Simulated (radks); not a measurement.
**Ga³⁺ in [Ar] 3d10: an all-electron calculation**

One table from this session's results is given with a row withheld; the runs are named, their logs left out.

The numbers are computed with radks (a radial shooting solver on a logarithmic mesh, Libxc functionals) version 1 (Dirac Kohn-Sham, BP86, spin-unpolarised, spherical densities, point nucleus), except any that are marked as measured or tabulated.

## What is computed

- element: gallium (Z = 31)
- charge: +3
- electrons: 28
- configuration: [Ar] 3d10

The outer shells:

Ga³⁺
```
[Ar] core
3d [↑↓][↑↓][↑↓][↑↓][↑↓]
```

The first run:

Input:

```text
Z 31
configuration [Ar] 3d10
relativity Dirac
functional b88,p86
spin unpolarised
j_filling energy
nucleus point
c 137.035999084
```

On the command line:

```
$ python run_ks.py task.json out
```

All runs below come from this command, one after another.

One of the session's tables, all rows but one given; the rest of the session is left out.

It belongs to the step «Radial structure». Radial moments (bohr):

```
level      <r>  outermost maximum (interpolated)  90 % within  nodes
1s1/2  0.04859                            0.0318       0.0868      0
2s1/2   0.2176                             0.182        0.337      1
2p1/2   0.1883                             0.144        0.308      0
2p3/2   0.1918                             0.147        0.313      0
3s1/2        ?                                 ?            ?      ?
3p1/2   0.6716                             0.562         1.04      1
3p3/2   0.6823                             0.570         1.05      1
3d3/2   0.7832                             0.531         1.33      0
3d5/2   0.7884                             0.534         1.34      0
```

Estimate the missing values for 3s1/2.

**Answer.** <r>: 0.6519; outermost maximum (interpolated): 0.565; 90 % within: 0.977; nodes: 2. In the column «<r>» it lies between 2s1/2 (0.2176) and 3p1/2 (0.6716).
